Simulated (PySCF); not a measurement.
# C3H9BS: the cost of one run

The runs use PySCF 2.14.0, with density-fitted response routines of our own; the level of theory stands in each step. All values are computed, except where a source is named. Atoms count from 0, in the outputs and in this text.

## (1) The molecule as given

14 atoms, charge 0, multiplicity 1; geometry from: GFN2-xTB. The atoms were then displaced at random by about 0.01 Å, so the start is not that level's minimum.

Bonds of the start (Å): C0–B1 1.57, B1–C2 1.57, B1–C3 1.62, C3–S4 1.81, C0–H5 1.08, C0–H6 1.10, C0–H7 1.06, C2–H8 1.06, C2–H9 1.11, C2–H10 1.09, C3–H11 1.08, C3–H12 1.07, S4–H13 1.31.

## (2) Optimising the geometry at PBE0-D3(BJ)/def2-SVP

The job: settings as JSON, then the geometry in Å.

```
{"job": {"xc": "PBE0", "basis": "def2-SVP", "d3": "d3bj", "grid": 1, "shake": 0.01, "kind": "geom"}, "charge": 0, "multiplicity": 1}
C     -1.377600    -1.196630     0.093620
B     -0.336260    -0.029310     0.264620
C     -0.757360     1.445710     0.613210
C      1.230030    -0.401680     0.067370
S      2.365770     0.690210     0.965510
H     -1.308830    -1.641620    -0.888960
H     -2.415780    -0.835220     0.195710
H     -1.220290    -1.957800     0.814640
H     -1.740600     1.725940     0.317560
H     -0.723630     1.548540     1.718600
H     -0.045600     2.187120     0.253240
H      1.450500    -0.296930    -0.981270
H      1.406170    -1.416330     0.354710
H      3.466320     0.162920     0.483710
```

Command:

```
OMP_NUM_THREADS=1 python probes_run.py task.json out
```

One launch serves the whole session: the jobs run in the order shown.

**Question.** How long does this first job take on 1 thread of Arm Neoverse V1, shared host, and how much memory does it need?

About 45 s, with a peak of 0.52 GiB.
